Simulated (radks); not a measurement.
**Taking charge from the 3p level of K²⁺ in fractions**

Aim: follow energy and eigenvalue as charge leaves the 3p level of K²⁺ bit by bit, and test Janak's theorem, Slater's transition state and the straight-line condition.

Program: radks (a radial shooting solver on a logarithmic mesh, Libxc functionals) version 1. Level of theory: non-relativistic Kohn-Sham, r2SCAN, spin-polarised, spherical densities, point nucleus. These are calculated values, not measurements, unless marked.

## (1) The atom as given

- element: potassium (Z = 19)
- charge: +2
- electrons: 17
- configuration: [Ne] 3s2 3p(up 3, down 2)

A shell typed twice in an input gives spin up, then spin down.

## (2) Start: [Ne] 3s2 3p(up 3, down 2)

Settings of this run:

```text
Z 19
configuration [Ne] 3s2 3p3 3p2
relativity non-relativistic
functional r2scan,r2scan
spin polarised
nucleus point
```

## (3) 0.125 electron removed from 3p

Settings of this run:

```text
Z 19
configuration [Ne] 3s2 3p3 3p1.875
relativity non-relativistic
functional r2scan,r2scan
spin polarised
nucleus point
```

## (4) 0.25 electron removed from 3p

Settings of this run:

```text
Z 19
configuration [Ne] 3s2 3p3 3p1.75
relativity non-relativistic
functional r2scan,r2scan
spin polarised
nucleus point
```

## (5) 0.375 electron removed from 3p

Settings of this run:

```text
Z 19
configuration [Ne] 3s2 3p3 3p1.625
relativity non-relativistic
functional r2scan,r2scan
spin polarised
nucleus point
```

## (6) 0.5 electron removed from 3p

Settings of this run:

```text
Z 19
configuration [Ne] 3s2 3p3 3p1.5
relativity non-relativistic
functional r2scan,r2scan
spin polarised
nucleus point
```

## (7) 0.625 electron removed from 3p

Settings of this run:

```text
Z 19
configuration [Ne] 3s2 3p3 3p1.375
relativity non-relativistic
functional r2scan,r2scan
spin polarised
nucleus point
```

## (8) 0.75 electron removed from 3p

Settings of this run:

```text
Z 19
configuration [Ne] 3s2 3p3 3p1.25
relativity non-relativistic
functional r2scan,r2scan
spin polarised
nucleus point
```

## (9) 0.875 electron removed from 3p

Settings of this run:

```text
Z 19
configuration [Ne] 3s2 3p3 3p1.125
relativity non-relativistic
functional r2scan,r2scan
spin polarised
nucleus point
```

## (10) 1 electron removed from 3p

Settings of this run:

```text
Z 19
configuration [Ne] 3s2 3p3 3p1
relativity non-relativistic
functional r2scan,r2scan
spin polarised
nucleus point
```

What does the calculation give? Wanted: for each run, removed; E − E(0); eigenvalue; E minus straight line.

**Answer**, as computed:

| removed (e) | E − E(0) (eV) | eigenvalue (eV) | E minus straight line (eV) |
| --- | --- | --- | --- |
| 0 | 0.000 | -38.877 | 0.000 |
| 0.125 | 4.968 | -40.611 | -0.771 |
| 0.25 | 10.153 | -42.357 | -1.323 |
| 0.375 | 15.558 | -44.114 | -1.657 |
| 0.5 | 21.182 | -45.881 | -1.771 |
| 0.625 | 27.028 | -47.658 | -1.664 |
| 0.75 | 33.097 | -49.444 | -1.333 |
| 0.875 | 39.390 | -51.238 | -0.779 |
| 1 | 45.907 | -53.039 | 0.000 |

**Reading.** Removing the whole electron costs 45.907 eV, against 38.877 eV from minus the starting eigenvalue. Slater's transition state, half an electron removed, gives 45.881 eV. The trapezoid integral of minus the eigenvalue gives 45.908 eV over the range, against 45.907 eV from the energies (Janak's theorem). The eigenvalue moves by 14.2 eV per electron. E bends below the straight line by 1.77 eV at 0.5 electron removed: the delocalisation error of the functional. NIST lists 45.803 eV (semi-empirical) for the ionisation energy of K²⁺.
